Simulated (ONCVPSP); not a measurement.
# Pb: generating and testing an ONCV potential

Task: generate the file, and judge it by its errors in other configurations, its logarithmic derivatives, its ghosts and its cutoff.

Program: ONCVPSP 4.0.1. Reference atom: PBE, scalar-relativistic, spherical and spin-unpolarised. All values are calculated.

### Step 1. The atom and the settings

The settings as typed:

* element: lead (Pb, Z = 82)
* type: optimised norm-conserving Vanderbilt (ONCV)
* frozen core: [Kr] 4d10 4f14
* valence charge: 22
* reference configuration: 5s2 5p6 5d10 6s2 (charge +2)
* partial waves: 5s+6s: rc 1.40 bohr, ncon 4, nbas 7, qcut 8.2 1/bohr, 3 projectors, debl 0.7 Ha; 5p: rc 0.95 bohr, ncon 4, nbas 8, qcut 8.7 1/bohr, 2 projectors, debl 1.9 Ha; 5d: rc 2.00 bohr, ncon 4, nbas 9, qcut 7.2 1/bohr, 2 projectors, debl 0.6 Ha
* local potential: polynomial inside 0.85 bohr (lpopt 5, dvloc0 0 Ha)
* core correction: Teter function fitted to the true core (icmod 2), fcfact 0.75

The nodes and maxima of the atom's own shells, from an earlier all-electron run, set the scale for the radii.

All-electron outer shells of the reference configuration (PBE, scalar-relativistic, ld1.x):

```tsv
shell	level (eV)	outermost node (bohr)	outermost maximum (bohr)
5s	-160.93	0.45	0.79
4f	-149.69	–	0.35
5p	-102.61	0.49	0.88
5d	-37.85	0.52	1.07
6s	-27.44	1.01	1.93
6p	-17.17	1.18	2.41
```

### Step 2. Generation

Pb.dat reads:

```
# ATOM AND REFERENCE CONFIGURATION
# atsym  z   nc   nv     iexc    psfile
  Pb 82.00   10    4        4      upf
#
#   n    l    f
    1    0    2.00
    2    0    2.00
    2    1    6.00
    3    0    2.00
    3    1    6.00
    3    2   10.00
    4    0    2.00
    4    1    6.00
    4    2   10.00
    4    3   14.00
    5    0    2.00
    5    1    6.00
    5    2   10.00
    6    0    2.00
#
# PSEUDOPOTENTIAL AND OPTIMIZATION
# lmax
    2
#
#   l,   rc,      ep,       ncon, nbas, qcut
    0    1.40    0.00    4    7    8.20
    1    0.95    0.00    4    8    8.70
    2    2.00    0.00    4    9    7.20
#
# LOCAL POTENTIAL
# lloc, lpopt,  rc(5),   dvloc0
    4    5    0.85    0.00
#
# VANDERBILT-KLEINMAN-BYLANDER PROJECTORs
# l, nproj, debl
    0    3    0.70
    1    2    1.90
    2    2    0.60
#
# MODEL CORE CHARGE
# icmod, fcfact, rcfact
    2    0.75    0.65
#
# LOG DERIVATIVE ANALYSIS
# epsh1, epsh2, depsh
   -7.00    5.00    0.04
#
# OUTPUT GRID
# rlmax, drl
    6.00    0.01
#
# TEST CONFIGURATIONS
# ncnf
    4
# nvcnf
#   n    l    f
    5
    5    0    2.00
    5    1    6.00
    5    2   10.00
    6    0    2.00
    6    1    2.00
#
    5
    5    0    2.00
    5    1    6.00
    5    2   10.00
    6    0    2.00
    6    1    1.00
#
    4
    5    0    2.00
    5    1    6.00
    5    2   10.00
    6    0    1.00
#
    5
    5    0    2.00
    5    1    6.00
    5    2   10.00
    6    0    1.00
    6    1    3.00
#
```

Launch:

```bash
$ oncvpsp.x < Pb.dat > Pb.out
```

Q: Predict the outcome of this session. Wanted: cutoffs for 1 and 0.1 mHa per electron, occupied waves; bound ghosts; GHOST(+) flags; largest test error; largest phase difference near zero energy, channels read; rms error of d²Exc/dn², without and with the model core; projector energies reset by the program.

**Answer**, as computed:

| quantity | value |
| --- | --- |
| cutoffs for 1 and 0.1 mHa per electron, occupied waves | 120 Ha and 215 Ha |
| bound ghosts | none found |
| GHOST(+) flags | s at 165 eV, p at 317 eV, d at 211 eV |
| largest test error (AE − PS) | -17 meV, for 5s2 5p6 5d10 6s1 |
| largest phase difference near zero energy, channels read | 0.000 rad |
| rms error of d²Exc/dn², without and with the model core | 6.87 and 1.46 mHa |
| projector energies reset by the program | s: -5.914, -1.009, 0.250 Ha; p: -3.771, 0.250 Ha; d: -1.391, 0.250 Ha |

**Reading.** The worst unpolarised test, 5s2 5p6 5d10 6s1, is off by 17 meV on 32.4 eV; by total energies transferability rates as good. By its cutoff, 120 Ha for the looser tolerance, it is very hard. At the looser tolerance the 5p wave is the slowest; 6s needs 29 Ha. The program's ghost test flags no bound state. Near zero energy the phases of the channels with partial waves agree within 0.001 rad. The program also flags highly localised states, GHOST(+) (s, p, d). Note that the frozen 4f shell (-150 eV) lies higher than the valence 5s shell (-161 eV). All of this concerns the isolated atom, not yet a solid.
